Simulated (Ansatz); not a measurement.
# GeHO+ (triplet): from Hartree-Fock to the top rungs, cc-pVTZ

An exercise on one series of results from a longer session: the logs are not shown, and one member is left open.

Program: Ansatz 0.2.0, Gaussian basis. Level of theory: cc-pVTZ, core rule «outside noble gas», up to 15 orbitals frozen. These are calculated values, not measurements.

The runs, in order: UHF; CCSD(T) on ROHF; CCSD(T) on UHF; BCCD(T) on ROHF; CCSDT(Q) on ROHF; CCSDT(Q) on UHF; CASSCF and MRCISD+Q, 10 electrons in 9 orbitals; CASSCF and MRCISD+Q(relaxed), 10 electrons in 9 orbitals; CASSCF and NEVPT2, 10 electrons in 9 orbitals.

9 further runs of the same task are left out: 4 for a known fault of the program, 5 set aside as unsound or not needed.

## The system

The geometry is a PBE0/def2-TZVP stationary point (not a proven minimum) of the parent state, kept for this charge and spin. No spin-orbit coupling is included. The filled d shell of Ge may be among the frozen orbitals whatever the setting's name suggests; the logs give the count.

3 atoms, charge 1, spin multiplicity 3.

Atoms are counted from 1 here; the program's logs count them from 0.

Bond lengths: Ge1–O2 1.855 Å, Ge1–H3 1.563 Å. Angles: O2–Ge1–H3 114.5°.

Set-up of the first run:

in.yaml reads:

```yaml
crystal:
  periodic: [false, false, false]
  atoms:
    - {symbol: Ge, position_ang: [0.000000, -0.037540, 0.321995]}
    - {symbol: O, position_ang: [0.000000, 0.086176, -1.528961]}
    - {symbol: H, position_ang: [0.000000, 1.337542, 1.064259]}
basis:
  gaussian: {orbitals: cc-pVTZ}
total_charge: 1
magnetization: {spin_polarized: true, initial_magnetization: 2}
hamiltonian: {xc: hf}
output: {orbitals: {seedname: orbitals}}
```

Run with:

```bash
$ ansatz run in.yaml --threads 1 --pin off --events-out ev --progress --plain --max-ram 4096MiB --backend cpu
```

Among the steps run: UHF; CCSD(T) on ROHF; CCSD(T) on UHF; BCCD(T) on ROHF; CCSDT(Q) on ROHF; CCSDT(Q) on UHF; CASSCF and MRCISD+Q, 10 electrons in 9 orbitals; CASSCF and MRCISD+Q(relaxed), 10 electrons in 9 orbitals; CASSCF and NEVPT2, 10 electrons in 9 orbitals.

One table of the session follows, with a row left open; its other results are not shown here.

It belongs to the step «Misses and costs». 

| method | from UCCSDT(Q) (meV) |
| --- | --- |
| ROHF | +8222.5 |
| UHF | +7949.5 |
| RMP2 | +987.1 |
| UMP2 | +1011.5 |
| RCCSD | +382.6 |
| UCCSD | +365.9 |
| RCCSD(T) | +70.4 |
| UCCSD(T) | ? |
| BCCD(T) | +73.0 |
| RCCSDT | +32.5 |
| UCCSDT | +24.3 |
| RCCSDT(Q) | +15.5 |
| UCCSDT(Q) | 0 |
| CASSCF valence | +5788.8 |
| NEVPT2 valence | +1065.2 |
| MRCISD valence | +387.1 |
| MRCISD+Q valence | +78.5 |
| MRCISD+Q(relaxed) valence | +33.8 |

**Question.** Estimate the row for UCCSD(T).

The run gave: from UCCSDT(Q) (meV): +66.2. In the column «from UCCSDT(Q) (meV)» it lies between MRCISD+Q(relaxed) valence (+33.8) and RCCSD(T) (+70.4).

Caveats from the session: Restricted and unrestricted rows rest on different reference determinants; where their highest levels disagree by more than a few hundredths of an eV, they describe different states and don't form one ladder.
